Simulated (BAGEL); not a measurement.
# HF/3-21G (density fitting with qzvpp-jkfit) run of Mg2N2H6 ((HMg-mu-NH2)2)

What is the vertical ionisation energy of Mg2N2H6 ((HMg-mu-NH2)2) at HF/3-21G (density fitting with qzvpp-jkfit)? 

Program for the calculation: BAGEL 1.2.2.

1 further run of the same task is left out (set aside as unsound or not needed).

### 1 Starting point

The species is Mg2N2H6 (10 atoms), meant as a singlet with charge 0. Geometry: a GFN2-xTB relaxation, a rough one for these elements and not checked as a minimum.

Bond lengths: Mg1–N3 2.028 Å, N3–Mg4 2.029 Å, Mg1–N6 2.029 Å, Mg4–N6 2.029 Å, Mg1–H2 1.583 Å, Mg4–H5 1.584 Å, N3–H7 1.020 Å, N3–H8 1.020 Å, N6–H9 1.020 Å, N6–H10 1.020 Å. Some angles: Mg1–N3–Mg4 86.7°, N3–Mg1–N6 93.2°, N3–Mg4–N6 93.2°, Mg1–N6–Mg4 86.7°, Mg1–N3–H7 116.6°, Mg1–N3–H8 116.0°, Mg4–N3–H7 116.7°, Mg4–N3–H8 115.8°, H2–Mg1–N3 133.5°, H2–Mg1–N6 133.3°.

### 2 The energy at HF/3-21G (density fitting with qzvpp-jkfit)

Contents of hf.json:

```json
{ "bagel": [

{
  "title": "molecule",
  "basis": "3-21g",
  "df_basis": "qzvpp-jkfit",
  "angstrom": true,
  "geometry": [
    { "atom": "Mg", "xyz": [       1.338360,       0.284230,       0.258160 ] },
    { "atom": "H", "xyz": [       2.868610,       0.527950,       0.583890 ] },
    { "atom": "N", "xyz": [      -0.374750,       0.579170,       1.303520 ] },
    { "atom": "Mg", "xyz": [      -1.334070,      -0.319830,      -0.242200 ] },
    { "atom": "H", "xyz": [      -2.829770,      -0.790830,      -0.466730 ] },
    { "atom": "N", "xyz": [       0.364300,      -0.504920,      -1.336630 ] },
    { "atom": "H", "xyz": [      -0.629740,       1.547110,       1.499900 ] },
    { "atom": "H", "xyz": [      -0.438000,       0.102730,       2.203460 ] },
    { "atom": "H", "xyz": [       0.408620,       0.029650,      -2.204240 ] },
    { "atom": "H", "xyz": [       0.626430,      -1.455260,      -1.599130 ] }
  ]
},

{ "title": "hf" },

{ "title": "print", "file": "orbitals.molden", "orbitals": true }

]}
```

The run is started by

```console
$ BAGEL_NUM_THREADS=1 BAGEL hf.json > hf.out
```

The log of the run:

```text
* using 1 threads per process

  ===============================================================
  ===============================================================

  *** Geometry ***

  { "atom" : "Mg", "xyz" : [      2.529134,      0.537117,      0.487852 ] },
  { "atom" : "H", "xyz" : [      5.420887,      0.997681,      1.103392 ] },
  { "atom" : "N", "xyz" : [     -0.708175,      1.094473,      2.463296 ] },
  { "atom" : "Mg", "xyz" : [     -2.521027,     -0.604391,     -0.457692 ] },
  { "atom" : "H", "xyz" : [     -5.347490,     -1.494452,     -0.881992 ] },
  { "atom" : "N", "xyz" : [      0.688427,     -0.954161,     -2.525865 ] },
  { "atom" : "H", "xyz" : [     -1.190036,      2.923614,      2.834400 ] },
  { "atom" : "H", "xyz" : [     -0.827700,      0.194132,      4.163936 ] },
  { "atom" : "H", "xyz" : [      0.772180,      0.056030,     -4.165410 ] },
  { "atom" : "H", "xyz" : [      1.183781,     -2.750043,     -3.021918 ] },

  Number of auxiliary basis functions:      486

  Since a DF basis is specified, we compute 2- and 3-index integrals:
    o Being stored without compression. Storage requirement is 0.012 GB

  Number of basis functions:       56
  Number of electrons      :       44

    * METHOD: MOLECULE                             0.16

  *** RHF ***

  === Nuclear Repulsion ===
   179.3388686187

      * DIIS with orbital gradients will be used.

  === RHF iteration (3-21g) ===
      0       -508.62477212          0.03054809           0.04
      1       -508.76364645          0.01702182           0.03
      2       -508.81781305          0.00146296           0.03
      3       -508.81876493          0.00016953           0.03
      4       -508.81878314          0.00002700           0.03
      5       -508.81878364          0.00000651           0.03
      6       -508.81878366          0.00000060           0.03
      7       -508.81878366          0.00000021           0.03
      8       -508.81878366          0.00000007           0.03
      9       -508.81878366          0.00000001           0.03
     10       -508.81878366          0.00000001           0.03
    * SCF iteration converged.

    * Permanent dipole moment:
           (    0.033846,    -0.205181,     0.091563) a.u.

    * METHOD: HF                                   0.45

    * METHOD: PRINT                                0.01

  ===============================================================
```

Wall time 0.86 s (1 thread of Arm Neoverse V2, shared host).

### 3 The doublet cation at the same level

Contents of calc.json:

```json
{ "bagel" : [

{
  "title" : "molecule",
  "basis" : "3-21g",
  "df_basis" : "qzvpp-jkfit",
  "angstrom" : "true",
  "geometry" : [
    { "atom" : "Mg", "xyz" : [       1.338360,       0.284230,       0.258160 ] },
    { "atom" : "H", "xyz" : [       2.868610,       0.527950,       0.583890 ] },
    { "atom" : "N", "xyz" : [      -0.374750,       0.579170,       1.303520 ] },
    { "atom" : "Mg", "xyz" : [      -1.334070,      -0.319830,      -0.242200 ] },
    { "atom" : "H", "xyz" : [      -2.829770,      -0.790830,      -0.466730 ] },
    { "atom" : "N", "xyz" : [       0.364300,      -0.504920,      -1.336630 ] },
    { "atom" : "H", "xyz" : [      -0.629740,       1.547110,       1.499900 ] },
    { "atom" : "H", "xyz" : [      -0.438000,       0.102730,       2.203460 ] },
    { "atom" : "H", "xyz" : [       0.408620,       0.029650,      -2.204240 ] },
    { "atom" : "H", "xyz" : [       0.626430,      -1.455260,      -1.599130 ] }
  ]
},

{
  "title" : "uhf",
  "charge" : 1,
  "nopen" : 1
},

{
  "title" : "print",
  "file" : "orbitals.molden",
  "orbitals" : "true"
}

]}
```

The run is started by

```console
$ BAGEL_NUM_THREADS=1 BAGEL calc.json > calc.out
```

The log of the run:

```text
* using 1 threads per process

  ===============================================================
  ===============================================================

  *** Geometry ***

  { "atom" : "Mg", "xyz" : [      2.529134,      0.537117,      0.487852 ] },
  { "atom" : "H", "xyz" : [      5.420887,      0.997681,      1.103392 ] },
  { "atom" : "N", "xyz" : [     -0.708175,      1.094473,      2.463296 ] },
  { "atom" : "Mg", "xyz" : [     -2.521027,     -0.604391,     -0.457692 ] },
  { "atom" : "H", "xyz" : [     -5.347490,     -1.494452,     -0.881992 ] },
  { "atom" : "N", "xyz" : [      0.688427,     -0.954161,     -2.525865 ] },
  { "atom" : "H", "xyz" : [     -1.190036,      2.923614,      2.834400 ] },
  { "atom" : "H", "xyz" : [     -0.827700,      0.194132,      4.163936 ] },
  { "atom" : "H", "xyz" : [      0.772180,      0.056030,     -4.165410 ] },
  { "atom" : "H", "xyz" : [      1.183781,     -2.750043,     -3.021918 ] },

  Number of auxiliary basis functions:      486

  Since a DF basis is specified, we compute 2- and 3-index integrals:
    o Being stored without compression. Storage requirement is 0.012 GB

  Number of basis functions:       56
  Number of electrons      :       44

    * METHOD: MOLECULE                             0.16

  *** Open-shell HF ***

  === Nuclear Repulsion ===
   179.3388686187

      * DIIS with orbital gradients will be used.

  === UHF iteration (3-21g) ===
      0       -508.31764870          0.05372093           0.06
      1       -508.43432570          0.03322308           0.06
      2       -508.47038992          0.02194510           0.07
      3       -508.49249167          0.00127126           0.07
      4       -508.49434502          0.00075207           0.07
      5       -508.49531059          0.00040210           0.07
      6       -508.49548320          0.00010457           0.07
      7       -508.49552666          0.00008524           0.07
      8       -508.49554518          0.00003809           0.07
      9       -508.49555095          0.00002082           0.08
     10       -508.49555134          0.00002101           0.07
     11       -508.49555148          0.00002224           0.07
     12       -508.49555073          0.00001313           0.07
     13       -508.49555047          0.00000486           0.07
     14       -508.49555057          0.00000274           0.07
     15       -508.49555059          0.00000094           0.07
     16       -508.49555060          0.00000053           0.07
     17       -508.49555060          0.00000049           0.07
     18       -508.49555060          0.00000036           0.07
     19       -508.49555060          0.00000032           0.07
     20       -508.49555060          0.00000031           0.07
     21       -508.49555060          0.00000031           0.07
     22       -508.49555060          0.00000030           0.07
     23       -508.49555060          0.00000026           0.07
     24       -508.49555060          0.00000015           0.07
     25       -508.49555060          0.00000008           0.07
     26       -508.49555060          0.00000007           0.07
     27       -508.49555060          0.00000005           0.07
     28       -508.49555060          0.00000004           0.07
     29       -508.49555060          0.00000002           0.07
     30       -508.49555060          0.00000001           0.07
     31       -508.49555060          0.00000001           0.07
     32       -508.49555060          0.00000001           0.07
    * SCF iteration converged.

    * S^2 (UHF) is 0.8627

    * Permanent dipole moment:
           (    0.015751,    -0.053978,     0.027248) a.u.

    * METHOD: UHF                                  2.29

    * METHOD: PRINT                                0.01

  ===============================================================
```

Wall time 2.7 s (1 thread of Arm Neoverse V2, shared host).

### 4 Outcome

At HF/3-21G (density fitting with qzvpp-jkfit):

```
                                          quantity          value
                     singlet Mg2N2H6: total energy  -508.81878 Eh
                    singlet Mg2N2H6: dipole moment         0.58 D
                      singlet Mg2N2H6: HOMO energy       -9.56 eV
                      singlet Mg2N2H6: LUMO energy        1.65 eV
                    singlet Mg2N2H6: HOMO–LUMO gap       11.21 eV
                      doublet cation: total energy  -508.49555 Eh
                              doublet cation: ⟨S²⟩          0.863
vertical ionisation energy (to the doublet cation)       8.796 eV
```

The vertical ionisation energy comes to 8.80 eV (203 kcal/mol). −ε(HOMO) before ionisation, 9.56 eV, is 0.76 eV above this ionisation energy. ⟨S²⟩ (doublet cation) is 0.86 where a pure doublet has 0.75: the reference is spin-contaminated.
